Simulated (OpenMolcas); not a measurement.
# InNH4 (SMILES [NH2][InH2]) at 6 levels

We compute a comparison of 6 runs (BHLYP/def2-SVP, PBE/def2-SVP, PBE0/def2-SVP, TPSS/def2-SVP, r2SCAN/def2-SVP, MP2/def2-SVP) of InNH4. 

The calculation is run with OpenMolcas 26.06.

## Step 1: Starting point

InNH4 has 6 atoms, charge 0, and is taken as a singlet. As SMILES, `[NH2][InH2]`. The shape is that of a PBE0-D4/def2-TZVP optimisation.

Bond lengths: N1–In2 2.007 Å, N1–H3 1.006 Å, N1–H4 1.006 Å, In2–H5 1.712 Å, In2–H6 1.712 Å. Angles: N1–In2–H5 115.0°, N1–In2–H6 115.0°, In2–N1–H3 124.3°, In2–N1–H4 124.3°, H5–In2–H6 130.0°, H3–N1–H4 111.3°.

## Step 2: Energy and forces at BHLYP/def2-SVP (core potential) (run 1)

Contents of calc.input:

```
&GATEWAY
BASLIB = $CurrDir
COORD
6
angstrom
N       -0.092200      -1.060500       0.036600
In       0.095300       0.935900      -0.048300
H       -0.598000      -1.552900       0.753400
H        0.311900      -1.697300      -0.629300
H        1.012500       1.520500      -1.370700
H       -0.687400       1.790300       1.212100
BASIS = def2-SVP
GROUP = NoSym
&SEWARD
GRIDINPUT
Grid=UltraFine
End of Grid
&SCF
KSDFT = HYB_GGA_XC_BHANDHLYP
THRESHOLDS = 1e-10 1e-07 1e-07 1e-05
PRORBITALS = 1 2
&ALASKA
```

The basis set def2-SVP is read from a file made from the Basis Set Exchange's data (not shown).

Command:

```
$ export MOLCAS_MEM=1860
$ pymolcas calc.input > calc.log
```

Standard output:

```text
--- Start Module: gateway ---
[...]
--- Stop Module: gateway /rc=_RC_ALL_IS_WELL_ ---
[...]
      Basis functions           60
[...]
--- Start Module: scf ---
[...]
       Convergence after  12 Iterations
[...]
::    Total KS-DFT energy                            -247.0992756326
[...]
      Total spin, S                                     0.0000000000
[...]
      Total electronic charge=   32.000000
      Total            charge=   -0.000000
[...]
      Dipole Moment (debye):
      Origin of the operator (angstrom)=    0.0730    0.6977   -0.0382
                   X= -4.4479E-02               Y= -5.4156E-01               Z=  2.8094E-02           Total=  5.4411E-01
      Quadrupole Moment (debye*angstrom):
[...]
--- Stop Module: scf /rc=_RC_ALL_IS_WELL_ ---
[...]
--- Start Module: alaska ---
[...]
 *              Molecular gradients               *
 **************************************************
  Irreducible representation: a
 ------------------------------------------------------------------------------------------
                              X                       Y                       Z
 ------------------------------------------------------------------------------------------
  N1                1.69499068040091E-04    2.29555642760282E-03   -7.30294087928907E-05
  IN2              -1.65768660990828E-04   -1.57809075018100E-03    1.03526295664569E-04
  H3               -1.55630648829064E-04    8.78355366972006E-04    3.37875528753973E-04
  H4                3.52833506173100E-04    7.53978336343053E-04   -4.41458877262768E-04
  H5               -5.97112340283701E-04   -1.09054907142014E-03    7.92383072947267E-04
  H6                3.96179075897951E-04   -1.25925030929253E-03   -7.19296611306763E-04
 ------------------------------------------------------------------------------------------
--- Stop Module: alaska /rc=_RC_ALL_IS_WELL_ ---
[...]
```

Wall time 9.3 s (1 thread of Intel Xeon 6975P-C (Granite Rapids), shared host); peak memory 0.4 GiB.

## Step 3: Energy and forces at PBE/def2-SVP (core potential) (run 2)

Contents of input.xyz:

```xyz
6

N     -0.092200    -1.060500     0.036600
In     0.095300     0.935900    -0.048300
H     -0.598000    -1.552900     0.753400
H      0.311900    -1.697300    -0.629300
H      1.012500     1.520500    -1.370700
H     -0.687400     1.790300     1.212100
```

Contents of run.inp:

```
* H4InN Kohn-Sham DFT

&GATEWAY
  BasLib=$CurrDir
  Coord=input.xyz
  Basis=def2-SVP
  Group=NoSym

&SEWARD
  GridInput
  Grid=UltraFine
  End of Grid

&SCF
  KSDFT=PBE
  Thresholds=1e-10 1e-07 1e-07 1e-05
  PrOrbitals=1

&ALASKA
```

The basis set def2-SVP is read from a file made from the Basis Set Exchange's data (not shown).

Command:

```
$ export MOLCAS_MEM=1860
$ pymolcas run.inp > run.log
```

Standard output:

```text
--- Start Module: gateway ---
[...]
--- Stop Module: gateway /rc=_RC_ALL_IS_WELL_ ---
[...]
      Basis functions           60
[...]
--- Start Module: scf ---
[...]
       Convergence after  18 Iterations
[...]
::    Total KS-DFT energy                            -247.1414978024
[...]
      Total spin, S                                     0.0000000000
[...]
      Total electronic charge=   32.000000
      Total            charge=   -0.000000
[...]
      Dipole Moment (debye):
      Origin of the operator (angstrom)=    0.0730    0.6977   -0.0382
                   X= -8.9448E-02               Y= -1.0134E+00               Z=  4.7649E-02           Total=  1.0184E+00
      Quadrupole Moment (debye*angstrom):
[...]
--- Stop Module: scf /rc=_RC_ALL_IS_WELL_ ---
[...]
--- Start Module: alaska ---
[...]
 *              Molecular gradients               *
 **************************************************
  Irreducible representation: a
 ------------------------------------------------------------------------------------------
                              X                       Y                       Z
 ------------------------------------------------------------------------------------------
  N1               -4.47472796382353E-04   -4.93584329410535E-03    2.77871963684617E-04
  IN2              -7.56299039299635E-04   -7.76483683735130E-03    3.57024917573223E-04
  H3                7.09163241064292E-03    7.05804617221339E-03   -1.00160538379215E-02
  H4               -5.59608429145975E-03    9.02787090647017E-03    9.25756218501350E-03
  H5               -2.51389715539441E-03   -1.31122110254744E-03    3.66101261963925E-03
  H6                2.22212087189244E-03   -2.07401584468725E-03   -3.53741784796791E-03
 ------------------------------------------------------------------------------------------
--- Stop Module: alaska /rc=_RC_ALL_IS_WELL_ ---
[...]
```

Run time: 14 s. Hardware: 1 thread of Intel Xeon 6975P-C (Granite Rapids), shared host; peak memory 0.4 GiB.

Runs 3 to 5 aren't shown in full; the table further down has their settings and results.

## Step 4: The energy at MP2/def2-SVP (core potential) (run 6)

input.xyz is that of step 3.

Contents of test.inp:

```
>>> EXPORT MOLCAS_PRINT=2

&GATEWAY
  BasLib=$CurrDir
  Coord=input.xyz
  Basis=def2-SVP
  Group=NoSym

&SEWARD

&SCF
  Thresholds=1e-10 1e-07 1e-07 1e-05
  PrOrbitals=1 1

&MBPT2
  Frozen=5
```

The basis set def2-SVP is read from a file made from the Basis Set Exchange's data (not shown).

Command:

```
$ export MOLCAS_MEM=1860
$ pymolcas test.inp > test.log
```

Standard output:

```text
--- Start Module: gateway ---
[...]
--- Stop Module: gateway /rc=_RC_ALL_IS_WELL_ ---
[...]
      Basis functions           60
[...]
--- Start Module: scf ---
[...]
       Convergence after  13 Iterations
[...]
::    Total SCF energy                               -245.9129511943
[...]
      Total spin, S                                     0.0000000000
[...]
      Total electronic charge=   32.000000
      Total            charge=   -0.000000
[...]
      Dipole Moment (debye):
      Origin of the operator (angstrom)=    0.0730    0.6977   -0.0382
                   X= -1.8267E-02               Y= -2.6797E-01               Z=  1.6892E-02           Total=  2.6913E-01
      Quadrupole Moment (debye*angstrom):
[...]
--- Stop Module: scf /rc=_RC_ALL_IS_WELL_ ---
--- Start Module: mbpt2 ---
[...]
WARNING!
Default frozen orbitals as non valence orbitals is overwritten by user input.
Default values:   1
[...]
       Reference weight ( Cref**2 )         =        0.91044
::    Total MBPT2 energy                             -246.1869449881
[...]
      Total MBPT2 calculations                           0.07      0.08
--- Stop Module: mbpt2 /rc=_RC_ALL_IS_WELL_ ---
[...]
```

Wall time 2.6 s (1 thread of Intel Xeon 6975P-C (Granite Rapids), shared host); peak memory 0.39 GiB.

## Step 5: The series

```
run                             level      task  integration grid  energy (Eh)  dipole moment (D) of the reference  HOMO energy (eV)  LUMO energy (eV)  wall time
  1   BHLYP/def2-SVP (core potential)  gradient         UltraFine  -247.099276                                0.54             -7.99             -0.29      9.3 s
  2     PBE/def2-SVP (core potential)  gradient         UltraFine  -247.141498                                1.02             -5.49             -1.62       14 s
  3    PBE0/def2-SVP (core potential)  gradient         UltraFine  -247.148128                                0.74             -6.77             -0.93       11 s
  4    TPSS/def2-SVP (core potential)  gradient         UltraFine  -247.149956                                0.97             -5.54             -1.48       16 s
  5  r2SCAN/def2-SVP (core potential)  gradient         UltraFine  -247.252053                                0.85             -5.72             -1.36       15 s
  6     MP2/def2-SVP (core potential)    energy                 –  -246.186945                                0.27            -10.09              1.51      2.6 s
```

## Step 6: What came out

| quantity | value |
| --- | --- |
| run 6: total energy | -246.18694 Eh |
| run 6: dipole moment (mean-field density) | 0.27 D |
| run 6: HOMO energy (Hartree–Fock orbitals) | -10.09 eV |
| run 6: LUMO energy (Hartree–Fock orbitals) | 1.51 eV |
| run 6: HOMO–LUMO gap (Hartree–Fock orbitals) | 11.60 eV |
| run 6: correlation energy (5 core orbitals frozen) | -274.0 mEh |

**Reading.** Over runs 1, 2, 3, 4, 5 the dipole moment (its size) runs from 0.54 D (BHLYP/def2-SVP) to 1.02 D (PBE/def2-SVP). Over runs 1, 2, 3, 4, 5 the HOMO–LUMO gap runs from 3.87 eV (PBE/def2-SVP) to 7.70 eV (BHLYP/def2-SVP). Totals of different functionals can't be ranked against each other. All runs together took 67 s, the longest 16 s.
